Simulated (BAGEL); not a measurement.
# CH4N2OSi (SMILES N#C[SiH](N)O) at HF/STO-3G (density fitting with qzvpp-jkfit)

Aim: the energy change on altering one bond length of CH4N2OSi at HF/STO-3G (density fitting with qzvpp-jkfit), from 2 runs. 

Program for the calculation: BAGEL 1.2.2.

31 further runs of the same task are left out: 31 set aside as unsound or not needed.

### 1 The structure to begin with

CH4N2OSi: 9 atoms, total charge 0, spin state singlet. SMILES: `N#C[SiH](N)O`. The coordinates come from a GFN2-xTB relaxation. This is one conformer, not always the lowest.

Bond lengths: N1–C2 1.145 Å, C2–Si3 1.874 Å, Si3–N4 1.722 Å, Si3–O5 1.618 Å, Si3–H6 1.457 Å, N4–H7 1.008 Å, N4–H8 1.007 Å, O5–H9 0.953 Å. Some angles: N1–C2–Si3 178.4°, C2–Si3–N4 102.0°, C2–Si3–O5 112.7°, N4–Si3–O5 110.0°, C2–Si3–H6 109.4°, N4–Si3–H6 121.1°, O5–Si3–H6 101.9°, Si3–N4–H7 118.9°, Si3–N4–H8 119.6°, Si3–O5–H9 122.1°.

### 2 The energy at HF/STO-3G (density fitting with qzvpp-jkfit)

Input file input.json:

```json
{ "bagel" : [

{
  "title" : "molecule",
  "basis" : "sto-3g",
  "df_basis" : "qzvpp-jkfit",
  "angstrom" : true,
  "geometry" : [
    { "atom" : "N", "xyz" : [    2.191590,   -0.756900,    1.703920 ] },
    { "atom" : "C", "xyz" : [    1.414690,   -0.293930,    1.001880 ] },
    { "atom" : "Si", "xyz" : [    0.178550,    0.466290,   -0.184220 ] },
    { "atom" : "N", "xyz" : [   -0.674080,   -0.919520,   -0.747790 ] },
    { "atom" : "O", "xyz" : [   -0.843070,    1.486960,    0.546370 ] },
    { "atom" : "H", "xyz" : [    0.874860,    1.350260,   -1.109270 ] },
    { "atom" : "H", "xyz" : [   -1.483110,   -0.788360,   -1.333970 ] },
    { "atom" : "H", "xyz" : [   -0.160330,   -1.732160,   -1.046420 ] },
    { "atom" : "H", "xyz" : [   -1.499100,    1.187360,    1.169510 ] }
  ]
},
{ "title" : "hf" },
{ "title" : "print", "file" : "orbitals.molden", "orbitals" : true }

]}
```

Command:

```
$ BAGEL_NUM_THREADS=1 BAGEL input.json > input.out
```

The program printed:

```text
* using 1 threads per process

  ===============================================================
  ===============================================================

  *** Geometry ***

  { "atom" : "N", "xyz" : [      4.141505,     -1.430334,      3.219942 ] },
  { "atom" : "C", "xyz" : [      2.673377,     -0.555447,      1.893279 ] },
  { "atom" : "Si", "xyz" : [      0.337411,      0.881160,     -0.348125 ] },
  { "atom" : "N", "xyz" : [     -1.273827,     -1.737641,     -1.413118 ] },
  { "atom" : "O", "xyz" : [     -1.593171,      2.809947,      1.032490 ] },
  { "atom" : "H", "xyz" : [      1.653246,      2.551622,     -2.096216 ] },
  { "atom" : "H", "xyz" : [     -2.802672,     -1.489784,     -2.520838 ] },
  { "atom" : "H", "xyz" : [     -0.302980,     -3.273308,     -1.977447 ] },
  { "atom" : "H", "xyz" : [     -2.832888,      2.243785,      2.210054 ] },

  Number of auxiliary basis functions:      506

  Since a DF basis is specified, we compute 2- and 3-index integrals:
    o Being stored without compression. Storage requirement is 0.004 GB

  Number of basis functions:       33
  Number of electrons      :       46

    * METHOD: MOLECULE                             0.19

  *** RHF ***

  === Nuclear Repulsion ===
   210.9964991166

      * DIIS with orbital gradients will be used.

  === RHF iteration (sto-3g) ===
      0       -506.53042579          0.02361957           0.02
      1       -506.60350061          0.01887744           0.03
      2       -506.68120710          0.00218921           0.03
      3       -506.68279579          0.00045182           0.03
      4       -506.68294684          0.00007979           0.03
      5       -506.68295133          0.00001348           0.03
      6       -506.68295147          0.00000623           0.03
      7       -506.68295150          0.00000310           0.03
      8       -506.68295151          0.00000117           0.03
      9       -506.68295151          0.00000046           0.03
     10       -506.68295151          0.00000014           0.03
     11       -506.68295151          0.00000006           0.03
     12       -506.68295151          0.00000002           0.03
     13       -506.68295151          0.00000000           0.03
    * SCF iteration converged.

    * Permanent dipole moment:
           (    0.914786,    -0.094911,     1.089255) a.u.

    * METHOD: HF                                   0.48

    * METHOD: PRINT                                0.00

  ===============================================================
```

Run time: 0.84 s. Hardware: 1 thread of Arm Neoverse V2, shared host.

### 3 The distorted shape, same level

Input file input.json:

```json
{ "bagel" : [

{
  "title" : "molecule",
  "basis" : "sto-3g",
  "df_basis" : "qzvpp-jkfit",
  "angstrom" : true,
  "geometry" : [
    { "atom" : "N", "xyz" : [       3.180470,      -1.365056,       2.652769 ] },
    { "atom" : "C", "xyz" : [       2.403570,      -0.902086,       1.950729 ] },
    { "atom" : "Si", "xyz" : [       0.178550,       0.466290,      -0.184220 ] },
    { "atom" : "N", "xyz" : [      -0.674080,      -0.919520,      -0.747790 ] },
    { "atom" : "O", "xyz" : [      -0.843070,       1.486960,       0.546370 ] },
    { "atom" : "H", "xyz" : [       0.874860,       1.350260,      -1.109270 ] },
    { "atom" : "H", "xyz" : [      -1.483110,      -0.788360,      -1.333970 ] },
    { "atom" : "H", "xyz" : [      -0.160330,      -1.732160,      -1.046420 ] },
    { "atom" : "H", "xyz" : [      -1.499100,       1.187360,       1.169510 ] }
  ]
},

{
  "title" : "hf"
},

{
  "title" : "print",
  "file" : "orbitals.molden",
  "orbitals" : true
}

]}
```

Command:

```
$ BAGEL_NUM_THREADS=1 BAGEL input.json > input.out
```

The program printed:

```text
* using 1 threads per process

  ===============================================================
  ===============================================================

  *** Geometry ***

  { "atom" : "N", "xyz" : [      6.010217,     -2.579582,      5.013007 ] },
  { "atom" : "C", "xyz" : [      4.542089,     -1.704695,      3.686344 ] },
  { "atom" : "Si", "xyz" : [      0.337411,      0.881160,     -0.348125 ] },
  { "atom" : "N", "xyz" : [     -1.273827,     -1.737641,     -1.413118 ] },
  { "atom" : "O", "xyz" : [     -1.593171,      2.809947,      1.032490 ] },
  { "atom" : "H", "xyz" : [      1.653246,      2.551622,     -2.096216 ] },
  { "atom" : "H", "xyz" : [     -2.802672,     -1.489784,     -2.520838 ] },
  { "atom" : "H", "xyz" : [     -0.302980,     -3.273308,     -1.977447 ] },
  { "atom" : "H", "xyz" : [     -2.832888,      2.243785,      2.210054 ] },

  Number of auxiliary basis functions:      506

  Since a DF basis is specified, we compute 2- and 3-index integrals:
    o Being stored without compression. Storage requirement is 0.004 GB

  Number of basis functions:       33
  Number of electrons      :       46

    * METHOD: MOLECULE                             0.19

  *** RHF ***

  === Nuclear Repulsion ===
   183.5717133858

      * DIIS with orbital gradients will be used.

  === RHF iteration (sto-3g) ===
      0       -506.29725645          0.01890845           0.03
      1       -506.37379157          0.01509673           0.03
      2       -506.42733274          0.00319344           0.03
      3       -506.43082116          0.00087435           0.03
      4       -506.43146249          0.00026106           0.03
      5       -506.43150085          0.00007130           0.03
      6       -506.43150503          0.00002644           0.03
      7       -506.43150554          0.00000410           0.03
      8       -506.43150555          0.00000155           0.03
      9       -506.43150556          0.00000074           0.03
     10       -506.43150556          0.00000030           0.03
     11       -506.43150556          0.00000009           0.03
     12       -506.43150556          0.00000003           0.03
     13       -506.43150556          0.00000001           0.03
     14       -506.43150556          0.00000001           0.03
    * SCF iteration converged.

    * Permanent dipole moment:
           (    3.207880,    -1.365213,     3.035196) a.u.

    * METHOD: HF                                   0.51

    * METHOD: PRINT                                0.00

  ===============================================================
```

Run time: 0.87 s. Hardware: 1 thread of Arm Neoverse V2, shared host.

### 4 What came out

At HF/STO-3G (density fitting with qzvpp-jkfit):

```
                                                          quantity          value
                                         first shape: total energy  -506.68295 Eh
                                        first shape: dipole moment         3.62 D
                                          first shape: HOMO energy       -9.24 eV
                                          first shape: LUMO energy        9.47 eV
                                        first shape: HOMO–LUMO gap       18.71 eV
                                     distorted shape: total energy  -506.43151 Eh
                                    distorted shape: dipole moment        11.75 D
                                      distorted shape: HOMO energy       -5.66 eV
                                      distorted shape: LUMO energy        1.44 eV
                                    distorted shape: HOMO–LUMO gap        7.10 eV
energy change with the C2–Si3 bond stretched from 1.874 to 3.374 Å       6.842 eV
```

In words: One bond (distorted shape) is far stretched, which a spin-restricted single reference describes badly; a broken-symmetry solution may lie lower. With the C2–Si3 bond stretched from 1.874 to 3.374 Å the energy rises by 6.84 eV (158 kcal/mol). The first shape isn't relaxed at this level, so the change isn't measured from a minimum. A restricted reference can't describe the breaking bond well at this length. The minimal basis adds a large error of its own.
